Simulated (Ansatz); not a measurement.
# Molecular dynamics of In$_{8}$BAs$_{8}$Cl$_{3}$

Input file:

```yaml
accuracy: low
crystal:
  lattice:
    - [8.636777, 0.0, 0.0]
    - [0.0, 6.107123, 0.0]
    - [0.0, 0.0, 19.477582]
  atoms:
    - { symbol: In, position: [-0.01157676, 0.79702389, 0.1670442] }
    - { symbol: As, position: [0.0, 0.0, 0.0513411] }
    - { symbol: In, position: [0.25, 0.25, 0.0513411] }
    - { symbol: As, position: [0.75542718, 0.55259742, 0.15423747] }
    - { symbol: In, position: [0.75, 0.25, 0.0513411] }
    - { symbol: As, position: [0.26773267, 0.57551447, 0.14749628] }
    - { symbol: In, position: [0.52672542, 0.84383478, 0.17381779] }
    - { symbol: As, position: [0.5, 0.0, 0.0513411] }
    - { symbol: In, position: [0.49499149, 0.77295322, 0.36540858] }
    - { symbol: As, position: [0.49067196, 0.084159, 0.28215208] }
    - { symbol: In, position: [0.75713598, 0.31922061, 0.28115724] }
    - { symbol: As, position: [0.2375257, 0.50776968, 0.39947364] }
    - { symbol: In, position: [0.24364366, 0.34761403, 0.27304957] }
    - { symbol: As, position: [0.76484475, 0.54730172, 0.39491483] }
    - { symbol: In, position: [-0.0004542, 0.80122539, 0.36937861] }
    - { symbol: As, position: [0.00548743, 0.08558002, 0.26636606] }
    - { symbol: B, position: [0.6620031, 0.65051103, 0.5670356] }
    - { symbol: Cl, position: [0.50130146, 0.79491273, 0.52874165] }
    - { symbol: Cl, position: [0.62010716, 0.42109106, 0.60953775] }
    - { symbol: Cl, position: [0.85460741, 0.77072327, 0.57905569] }
basis:
  ecutwfc: 420.0
kpoints:
  mp_grid: { grid: [1, 2, 1] }
hamiltonian:
  xc: pbe
  pseudopotentials: { kind: paw, azcp: { folder: soft_1 } }
scf:
  occupations: { method: fermi_dirac, width: 0.1 }
  lower_state_search: "off"
md:
  timestep: 1.5
  n_steps: 230
  ensemble: nvt_langevin
  temperature: 1000.0
  initial_velocities: maxwell_boltzmann
  seed: 572693
  friction: 0.05
  constraints: [{ sites: [1, 2, 4, 7] }]
```

Command:

```bash
$ ansatz run input.yaml --threads 2 --pin off --max-ram 5120MiB --backend cpu --events-out ev --progress --plain --runs-dir out
```

It goes on from the last frame of an earlier run, with new velocities.

Output, in part (step lines):

```
md step     0: t =     0.00 fs  T =  1000.0 K  F+E_penalty+E_count = -87027.26364494 eV  E_kin = 2.068160 eV  (11 SCF iters)
md step     1: t =     1.50 fs  T =  1018.0 K  F+E_penalty+E_count = -87027.30939968 eV  E_kin = 2.105421 eV  (7 SCF iters)
md step     2: t =     3.00 fs  T =   776.8 K  F+E_penalty+E_count = -87027.33807189 eV  E_kin = 1.606550 eV  (7 SCF iters)
md step     3: t =     4.50 fs  T =   830.3 K  F+E_penalty+E_count = -87027.36083634 eV  E_kin = 1.717239 eV  (7 SCF iters)
md step     4: t =     6.00 fs  T =   867.2 K  F+E_penalty+E_count = -87027.36333442 eV  E_kin = 1.793580 eV  (7 SCF iters)
md step     5: t =     7.50 fs  T =   773.9 K  F+E_penalty+E_count = -87027.34204022 eV  E_kin = 1.600618 eV  (5 SCF iters)
md step     6: t =     9.00 fs  T =   813.8 K  F+E_penalty+E_count = -87027.31086258 eV  E_kin = 1.682988 eV  (6 SCF iters)
md step     7: t =    10.50 fs  T =   884.9 K  F+E_penalty+E_count = -87027.28669575 eV  E_kin = 1.830046 eV  (6 SCF iters)
[... lines left out ...]
md step   229: t =   343.50 fs  T =  1042.8 K  F+E_penalty+E_count = -87026.59882739 eV  E_kin = 2.156650 eV  (5 SCF iters)
md step   230: t =   345.00 fs  T =   953.7 K  F+E_penalty+E_count = -87026.58747329 eV  E_kin = 1.972417 eV  (7 SCF iters)
```

The steps, from the saved trajectory:

```tsv
time (fs)	T (K)	potential energy less start (eV)
0	1000	0.000
10.5	885	-0.023
21	1138	-0.201
31.5	835	-0.100
42	1067	0.081
52.5	1430	0.220
63	869	0.472
73.5	909	0.690
84	764	0.918
94.5	756	1.354
105	1096	0.907
115.5	949	0.599
126	1025	0.304
136.5	755	0.230
147	940	0.287
157.5	714	0.277
168	1052	0.286
178.5	1097	0.493
189	662	0.566
199.5	802	0.525
210	1020	0.268
220.5	938	0.285
231	1001	0.290
241.5	975	0.321
252	1029	0.504
262.5	1125	0.524
273	952	0.498
283.5	654	0.758
294	1180	0.998
304.5	922	0.852
315	841	0.748
325.5	983	0.744
336	1352	0.698
```

The run went to its last step. A run of 0.34 ps of so small a system gives no equilibrium averages. Limits of this set-up: coarse k mesh, slab without dipole correction, no dispersion correction for a molecule that may bind weakly, a typed lattice constant that wasn't relaxed here, low accuracy level.

Mean squared displacements from the first frame to the last: In 0.09 Å², As 0.12 Å², B 0.07 Å², Cl 0.45 Å².

Last frame:

```xyz
20
Lattice="8.6368 0.0000 0.0000 0.0000 6.1071 0.0000 0.0000 0.0000 19.4776" Properties=species:S:1:pos:R:3
In 0.044 4.729 3.230
As 0.000 0.000 1.000
In 2.159 1.527 1.000
As 6.406 3.274 2.767
In 6.478 1.527 1.000
As 2.170 3.256 3.124
In 4.338 4.833 3.283
As 4.318 0.000 1.000
In 4.496 4.808 7.431
As 4.258 0.496 5.478
In 6.464 2.082 5.044
As 2.185 3.778 7.511
In 2.024 2.372 5.505
As 6.386 3.009 7.704
In -0.251 4.785 7.126
As 0.074 0.490 5.373
B 5.695 3.814 11.243
Cl 4.231 4.675 10.788
Cl 5.498 2.155 11.331
Cl 7.171 4.379 11.930
```

Run time: 36 min on 2 threads of Arm Neoverse V1, on a shared host, peak memory 1.9 GiB.
